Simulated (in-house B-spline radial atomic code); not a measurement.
**Re⁷³⁺: a helium-like spectrum by configuration interaction**

Question: what is the low spectrum of Re⁷³⁺ as two electrons over the core none (bare nucleus)?

Method: configuration interaction of two valence electrons in the frozen-core Dirac-Hartree-Fock potential, then with screened core-valence correlation, Breit and QED (CI+MBPT), no-pair Dirac, B-spline basis. Code: an in-house B-spline radial atomic code, version 1.

## 1. What is computed

| Quantity | Value |
| --- | --- |
| element | rhenium (Z = 75) |
| charge | +73 |
| core | none (bare nucleus) |
| nucleus | mass number 187, rms radius 5.370 fm |

## 2. The run

Input settings, with the grid that the program derived:

```ini
basis_form = 3
Z = 75
core_configuration = 
rms_radius = 5.3698
mass_number = 187
speed_of_light = 137.035999084
box_radius = 1.2
lmax = 6
intervals = 53
virtual_cutoff = 11250.0
```

The run is started by

```console
> python run_mb.py task.json out
```

The settings stand in task.json.

Further steps of the session: Transitions.

Q: Predict the outcome of this session. Wanted: ground level; ionisation energy; first excited level; strongest line from the ground level; largest CI block.

The runs gave:

| quantity | value |
| --- | --- |
| ground level | 1s2 1S0 |
| ionisation energy | 81550 eV (plain CI 81849 eV) |
| first excited level | 1s2s 3S1 at 60741.39 eV |
| strongest line from the ground level | 1s2p 1P°1, 0.01981 nm, gf = 0.476 |
| largest CI block | 2746 |
| tabulated theoretical ionisation energy | 81557 eV (NIST Atomic Spectra Database, ionization energies) |

**Reading.** The ground level is 1s2 1S0; the corrections beyond plain CI change the ionisation energy by -299 eV, to 81550 eV. The lowest 12 levels have a mean term purity of 0.92, though 3 of them mix. The spin-changing line from 1s2p 3P°1 has a rate of 1.21e+16 1/s, against 2.70e+16 1/s for the strongest allowed line to the ground level; rates also scale with the cube of the energy, so the ratio isn't the spin rule alone. The tabulated theoretical ionisation energy is 81557 eV, so the final value is off by -0.0086 %. With no core the corrections are the Breit and QED terms alone; nuclear recoil is left out.
